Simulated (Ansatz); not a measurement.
CH5BOSSi, SMILES SB1OC[SiH2]1, a comparison of dispersion corrections

With Ansatz 0.2.0 through its Python package.

The cells in order, each with its output:

```python
import warnings

import ansatz
```

```python
BASIS = 'def2-SVP'

warnings.simplefilter('ignore', ansatz.DeckWarning)

system = (
    ansatz.Crystal.molecule()
    .atom('S', (-2.2551, 1.4243, 0.8259))
    .atom('B', (-0.8539, 0.2901, 0.6114))
    .atom('O', (-0.7437, -1.1718, 0.3395))
    .atom('C', (0.6465, -1.2226, -0.1977))
    .atom('Si', (0.9864, 0.504, -0.0233))
    .atom('H', (-2.5456, 1.5, -0.5734))
    .atom('H', (0.5599, -1.5385, -1.2568))
    .atom('H', (1.2708, -1.8685, 0.4092))
    .atom('H', (1.9323, 0.8019, 1.13))
    .atom('H', (1.0854, 1.2299, -1.2617))
)

job = system.calculation().basis(gaussian=BASIS)
for name in ['revpbe', 'blyp']:
    for correction in ('d3bj', 'd4'):
        data = job.functional(name, dispersion=correction).run(threads=1, backend='cpu').report
        print(f'{name:8s} {correction:5s} total {data["free_energy_ev"]:.5f} eV, of which dispersion {1000 * data["dispersion"]["energy"]["ev"]:.2f} meV')
```

    revpbe   d3bj  total -22541.23820 eV, of which dispersion -584.86 meV
    revpbe   d4    total -22541.37405 eV, of which dispersion -720.72 meV
    blyp     d3bj  total -22544.23511 eV, of which dispersion -529.90 meV
    blyp     d4    total -22544.24379 eV, of which dispersion -538.58 meV

Reading the output:
- Total energies depend on the basis set; only differences at equal settings carry meaning.
- The geometry is a force-field or estimated start, not a minimum of this method, and the basis set is short of its limit. D4 holds the three-body term, and d3bj doesn't.
- The whole script took 13 s on 1 thread of Arm Neoverse V1, on a shared host, peak memory 0.19 GiB.
